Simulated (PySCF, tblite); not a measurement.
# C2H8NSi radical: geometry, infrared bands and EPR parameters

Wanted: the infrared bands and EPR parameters of C2H8NSi radical (`CN(C)[SiH2]`), by calculation.

The runs use tblite 0.8.0 and PySCF 2.14.0, with density-fitted response routines of our own; the level of theory stands in each step. All values are computed, except where a source is named. Atoms count from 0, in the outputs and in this text.

### Step 1. The starting structure

12 atoms, charge 0, multiplicity 2; geometry from: force field or distance geometry start.

Bonds of the start (Å): C0–N1 1.46, N1–C2 1.46, N1–Si3 1.73, C0–H4 1.11, C0–H5 1.11, C0–H6 1.09, C2–H7 1.10, C2–H8 1.10, C2–H9 1.09, Si3–H10 1.49, Si3–H11 1.47.

### Step 2. Geometry optimisation with GFN2-xTB

Job settings and geometry (Å):

```
{"job": {"kind": "relax", "xc": "GFN2-xTB", "basis": "xTB"}, "charge": 0, "multiplicity": 2}
C     -0.028700     1.356100     0.255800
N      0.164800    -0.048700    -0.098000
C     -1.126700    -0.678000    -0.340600
Si     1.454500    -0.950800     0.615600
H     -0.500800     1.465600     1.252500
H     -0.681000     1.858800    -0.483400
H      0.910500     1.915500     0.256700
H     -1.719500    -0.078700    -1.050500
H     -1.711300    -0.787500     0.581000
H     -1.028400    -1.668300    -0.792600
H      1.578200    -2.220800    -0.144900
H      2.689500    -0.163900     0.466500
```

On the command line:

```sh
$ OMP_NUM_THREADS=1 python probes_run.py task.json out
```

One launch serves the whole session: the jobs run in the order shown.

Standard output:

```text
step      E/eV     max force
  0    -352.72720    1.128
  1    -352.75322    0.401
  2    -352.76552    0.399
  3    -352.77675    0.341
  4    -352.78541    0.255
  5    -352.79063    0.194
  6    -352.79377    0.219
  7    -352.79655    0.173
  8    -352.79857    0.138
  9    -352.80080    0.132
 10    -352.80348    0.178
 11    -352.80635    0.217
 12    -352.80864    0.158
 13    -352.81004    0.093
 14    -352.81101    0.093
 15    -352.81191    0.081
 16    -352.81256    0.071
 17    -352.81302    0.066
 18    -352.81350    0.064
 19    -352.81417    0.095
 20    -352.81503    0.103
 21    -352.81596    0.094
 22    -352.81688    0.094
 23    -352.81788    0.089
 24    -352.81894    0.092
 25    -352.81979    0.077
 26    -352.82035    0.062
 27    -352.82085    0.072
 28    -352.82157    0.087
 29    -352.82264    0.098
 30    -352.82384    0.110
 31    -352.82479    0.094
 32    -352.82540    0.073
 33    -352.82586    0.064
 34    -352.82628    0.063
 35    -352.82664    0.069
 36    -352.82695    0.068
 37    -352.82727    0.056
 38    -352.82756    0.046
 39    -352.82772    0.034
 40    -352.82778    0.017
 41    -352.82781    0.017
 42    -352.82785    0.020
 43    -352.82792    0.022
 44    -352.82798    0.021
 45    -352.82804    0.018
 46    -352.82809    0.019
 47    -352.82815    0.017
 48    -352.82818    0.009
```

Run time: 0.19 s. Hardware: 1 thread of Intel Xeon at 2.70GHz, shared host.

Along the way: (not every step is listed)

```tsv
step	energy from step 0 (eV)	largest force (eV/Å)
0	0.0000	1.1276
1	-0.0260	0.4012
2	-0.0383	0.3994
3	-0.0496	0.3413
4	-0.0582	0.2551
5	-0.0634	0.1938
6	-0.0666	0.2193
7	-0.0694	0.1729
8	-0.0714	0.1379
11	-0.0792	0.2172
14	-0.0838	0.0929
17	-0.0858	0.0656
20	-0.0878	0.1027
23	-0.0907	0.0894
26	-0.0932	0.0625
29	-0.0954	0.0981
32	-0.0982	0.0727
35	-0.0994	0.0695
38	-0.1004	0.0458
41	-0.1006	0.0173
43	-0.1007	0.0215
44	-0.1008	0.0210
45	-0.1008	0.0185
46	-0.1009	0.0187
47	-0.1010	0.0168
48	-0.1010	0.0093
```

Close pairs (by a distance rule), those that changed most:

```tsv
bond	before (Å)	after (Å)	change (Å)
Si3–H10	1.485	1.459	-0.027
C0–N1	1.462	1.435	-0.027
N1–C2	1.457	1.435	-0.022
Si3–H11	1.472	1.459	-0.013
C0–H5	1.107	1.095	-0.012
C0–H4	1.108	1.098	-0.010
C2–H7	1.102	1.095	-0.007
C0–H6	1.093	1.087	-0.006
```

The end geometry stands in the next job.

### Step 3. Vibrational analysis with GFN2-xTB

Job settings and geometry (Å):

```
{"job": {"kind": "ir", "xc": "GFN2-xTB", "basis": "xTB"}, "charge": 0, "multiplicity": 2}
C     -0.030487     1.344784     0.300554
N      0.118450    -0.048557    -0.008818
C     -1.131322    -0.691406    -0.299445
Si     1.499000    -0.948922     0.512988
H     -0.661375     1.502111     1.185503
H     -0.496798     1.865586    -0.542170
H      0.944034     1.788186     0.488046
H     -1.613994    -0.200409    -1.151088
H     -1.823319    -0.645921     0.552477
H     -0.960343    -1.735226    -0.550696
H      1.511909    -2.164225    -0.293750
H      2.645444    -0.066688     0.324500
```

Standard output:

```text
mode    cm-1     km/mol
  1     127.7      0.01
  2     150.9      2.93
  3     197.8      0.01
  4     270.1      6.06
  5     293.9      0.27
  6     381.2      1.29
  7     591.9     57.25
  8     607.3     78.33
  9     686.6     41.64
 10     740.4    171.31
 11    1040.5     94.85
 12    1060.0      0.18
 13    1088.1      0.57
 14    1125.7      5.48
 15    1219.2     47.40
 16    1308.0     59.22
 17    1420.4      0.04
 18    1431.1      0.82
 19    1480.6      0.65
 20    1488.6      3.94
 21    1501.5      7.78
 22    1512.1      2.21
 23    2267.2    110.66
 24    2283.1    610.30
 25    2874.6     55.03
 26    2878.2     86.61
 27    2933.4     16.99
 28    2939.1    119.35
 29    3033.0     35.73
 30    3035.1     29.00
```

Wall time 0.23 s (1 thread of Intel Xeon at 2.70GHz, shared host).

The strongest bands and the atoms that carry them (share of the mass-weighted mode):

```tsv
cm⁻¹	km/mol	atoms
607	78.3	H11 43 %, H10 42 %
740	171.3	H11 37 %, H10 37 %, Si3 15 %
1040	94.8	H6 20 %, H9 18 %, N1 17 %, C0 17 %
1308	59.2	N1 48 %, C0 11 %, C2 11 %
2267	110.7	H11 51 %, H10 47 %
2283	610.3	H10 50 %, H11 46 %
2878	86.6	H4 83 %
2939	119.3	H5 59 %, H7 26 %
```

### Step 4. EPR parameters: B3LYP/pcH-1

The job, as its differences from that of step 3:

```diff
@@ -1,2 +1,2 @@
-{"job": {"kind": "ir", "xc": "GFN2-xTB", "basis": "xTB"}, "charge": 0, "multiplicity": 2}
+{"job": {"kind": "epr", "basis": "pcH-1"}, "charge": 0, "multiplicity": 2}
 C     -0.030487     1.344784     0.300554
```

With the program's defaults for keys left out, this is: UKS B3LYP, pcH-1 on C H N Si, non-relativistic, mean-field spin-orbit, GIAO.

Standard output:

```text
UKS, coarse grid
  cycle   1  E = -425.22173616  |g| = 2.63e-01
  cycle   2  E = -425.17225555  |g| = 4.09e-01
  cycle   3  E = -425.25075480  |g| = 7.86e-02
  cycle   4  E = -425.25310692  |g| = 2.37e-02
  cycle   5  E = -425.25334973  |g| = 5.54e-03
  cycle   6  E = -425.25336414  |g| = 1.11e-03
  cycle   7  E = -425.25336508  |g| = 4.26e-04
UKS, final grid
  cycle   1  E = -425.25344680  |g| = 5.35e-04
  cycle   2  E = -425.25344653  |g| = 9.60e-04
  cycle   3  E = -425.25344693  |g| = 7.95e-05
  cycle   4  E = -425.25344693  |g| = 1.61e-05
E = -425.25344693 Eh   <S^2> = 0.7524 (exact 0.7500)
g shifts (ppm)      1          2          3
  rmc          -149       -149       -149
  gc             17         57         58
  oz_so         -73        772       1332
  total        -205        681       1242
hyperfine (MHz)  atom isotope    a_iso     a_fc   dipolar eigenvalues
    0   13C      -7.47      -7.48     -0.98     -0.54      1.52
    1   14N      11.00      10.98    -12.33    -12.11     24.44
    2   13C      -7.48      -7.48     -0.98     -0.54      1.52
    3  29Si    -440.99    -441.79   -130.29     64.56     65.73
    4    1H      16.25      16.25     -2.58     -1.59      4.17
    5    1H      15.35      15.35     -2.12     -1.90      4.02
    6    1H       0.63       0.62     -2.61     -1.67      4.27
    7    1H      15.34      15.33     -2.12     -1.90      4.01
    8    1H      16.25      16.25     -2.58     -1.59      4.17
    9    1H       0.64       0.63     -2.61     -1.67      4.27
   10    1H      89.95      89.94     -7.11     -0.01      7.12
   11    1H      89.87      89.86     -7.11     -0.02      7.12
```

Run time: 32 s. Hardware: 1 thread of Intel Xeon at 2.70GHz, shared host; peak memory 0.66 GiB.

Principal g values 2.00211, 2.00300, 2.00356; g(iso) = 2.00289, against 2.00232 for a free electron.

Mean a(iso) over the nuclei that a row names, and the largest dipolar term of the row (other rows stand at the frozen geometry):

```tsv
nuclei	isotope	a(iso) (MHz)	a(iso) (G, at g = 2.0023)	largest dipolar term (MHz)
Si3	29Si	-441.0	-157.4	-130.3
H10, H11	1H	89.9	32.1	7.1
N1	14N	11.0	3.9	24.4
H4, H5, H6, H7, H8, H9	1H	10.7	3.8	4.3
C0, C2	13C	-7.5	-2.7	1.5
```

Mulliken spin populations:

```tsv
atom	value (e)
C0	-0.01
N1	0.18
C2	-0.01
Si3	0.73
H4	0.01
H5	0.01
H6	0.00
H7	0.01
H8	0.01
H9	0.00
H10	0.04
H11	0.04
```

In first order the couplings over 0.8 MHz of 1H, 14N give 63 distinct lines over 95.1 G, if the averaged nuclei exchange fast.

Orbitals, density, ELF and potential are computed afterwards from the orbital file.

ELF in a plane through or near 7 of the atoms.

Values, 10 rows by 14 columns:
```
0.00 0.00 0.00 0.00 0.00 0.00 0.00 0.00 0.00 0.00 0.00 0.00 0.00 0.00
0.00 0.00 0.00 0.00 0.00 0.00 0.02 0.11 0.01 0.00 0.00 0.00 0.00 0.00
0.00 0.00 0.05 0.41 0.19 0.01 0.95 0.99 0.38 0.02 0.00 0.00 0.00 0.00
0.00 0.03 0.85 1.00 1.00 0.06 0.78 0.98 0.47 0.35 0.06 0.00 0.00 0.00
0.00 0.01 0.43 0.98 0.81 0.24 0.44 0.85 0.38 0.49 0.08 0.01 0.00 0.00
0.00 0.00 0.11 0.51 0.24 0.11 0.78 0.50 0.37 0.10 0.02 0.00 0.00 0.00
0.00 0.03 0.77 1.00 1.00 0.33 0.09 0.50 0.47 0.62 0.10 0.01 0.00 0.00
0.00 0.01 0.62 0.98 0.95 0.02 0.96 1.00 0.55 0.11 0.02 0.00 0.00 0.00
0.00 0.00 0.00 0.03 0.01 0.00 0.53 0.85 0.12 0.00 0.00 0.00 0.00 0.00
0.00 0.00 0.00 0.00 0.00 0.00 0.00 0.00 0.00 0.00 0.00 0.00 0.00 0.00
```
The map spans 9.9 Å across and 9.3 Å up, centred on the molecule. Atoms in the plane (x, y in Å): C0 (0.7, 1.2), N1 (-0.1, 0.0), C2 (0.7, -1.2), H6 (0.0, 2.1), H9 (0.0, -2.1), H10 (-2.4, -1.2), H11 (-2.4, 1.2).

On the surface of density 0.002 e/bohr³ the electrostatic potential runs, from the 1st to the 99th percentile, from -0.60 V near N1 to 0.73 V near H11.

The spin density lies nearest to Si3 54 %; N1 19 %; H10, H11 about 10 % each.

### Step 5. What came out

```
                                 quantity                    value
strongest single infrared mode (GFN2-xTB)    2283 cm⁻¹, 610 km/mol
             zero-point energy (GFN2-xTB)            60.0 kcal/mol
                           g(iso) (B3LYP)                  2.00289
                                     ⟨S²⟩       0.752 (exact 0.75)
       largest a(iso) (averaged by class)  29Si on Si3, -441.0 MHz
    surface potential, 1st and 99th percentile       -0.60 V and 0.73 V
```

What this shows: Relaxing lowered the energy by 0.101 eV in 48 steps; the close pair that moved most is Si3–H10, from 1.485 to 1.459 Å. All 30 modes are real, so the xTB geometry is a minimum. The strongest single mode, at 2283 cm⁻¹, moves mainly H10 and H11. Unscaled tight-binding wavenumbers are off by several per cent, some by more. Its intensities can rank the bands wrongly. Most of the unpaired spin sits on Si3 (0.73 e). The isotropic g lies 0.6 ppt above the free-electron value.
